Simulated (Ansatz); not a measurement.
# Tl2Ga: the cost of one run

Program: Ansatz 0.2.0. Level of theory: DFT PBE, scalar-relativistic, plane waves, PAW. These are calculated values, not measurements.

**1. The starting structure**

Symmetry: P4_2/nmc, No. 137, tetragonal system. The conventional cell has a = 4.826 Å, b = 4.826 Å, c = 6.948 Å, α = 90.00°, β = 90.00°, γ = 90.00°. Tl (site symmetry 2mm) is surrounded by 4 Ga at 2.80 to 3.18 Å. Around Ga (site symmetry -4m2) lie 8 Tl at 2.80 to 3.18 Å.

As a file:

```cif
data_structure
_symmetry_space_group_name_H-M 'P4_2/nmc:1'
_symmetry_Int_Tables_number 137
_cell_length_a 4.8262
_cell_length_b 4.8262
_cell_length_c 6.9479
_cell_angle_alpha 90.000
_cell_angle_beta 90.000
_cell_angle_gamma 90.000
_cell_volume 161.83
loop_
_atom_site_label
_atom_site_type_symbol
_atom_site_symmetry_multiplicity
_atom_site_Wyckoff_symbol
_atom_site_fract_x
_atom_site_fract_y
_atom_site_fract_z
_atom_site_occupancy
Tl1 Tl 4 d 0.00000 0.50000 0.20300 1
Ga1 Ga 2 a 0.00000 0.00000 0.00000 1
```

(A quick probe on a coarse mesh, which set the mesh and smearing, is not shown.)

**3. Rough relaxation on the coarse mesh**

input.yaml reads:

```yaml
crystal:
  lattice:
    - [4.8262155284, 0.0, 0.0]
    - [0.0, 4.8262155284, 0.0]
    - [0.0, 0.0, 6.947892937]
  atoms:
    - { symbol: Tl, position: [0.0, 0.5, 0.203] }
    - { symbol: Tl, position: [0.0, 0.5, 0.703] }
    - { symbol: Tl, position: [0.5, 0.0, 0.297] }
    - { symbol: Tl, position: [0.5, 0.0, 0.797] }
    - { symbol: Ga, position: [0.0, 0.0, 0.0] }
    - { symbol: Ga, position: [0.5, 0.5, 0.5] }
basis:
  ecutwfc: 420
kpoints:
  mp_grid: { grid: [4, 4, 4] }
hamiltonian:
  xc: pbe
scf:
  occupations: { method: gaussian, width: 0.1 }
  lower_state_search: "off"
output:
  forces: true
  stress: true
  eigenvalues: true
relax:
  adjacent_minimum: "off"
  f_tol: 0.04
  max_steps: 70
  cell: { stress_tol: 0.4 }
```

The run is started by

```console
$ ansatz run input.yaml --threads 1 --pin off --max-ram 2560MiB --backend cpu --events-out ev --progress --plain --runs-dir out
```

**Question.** How long does this run take on 1 thread of Arm Neoverse V1, shared host, and how much memory does it need?

About 65 s, with a peak of 0.46 GiB.
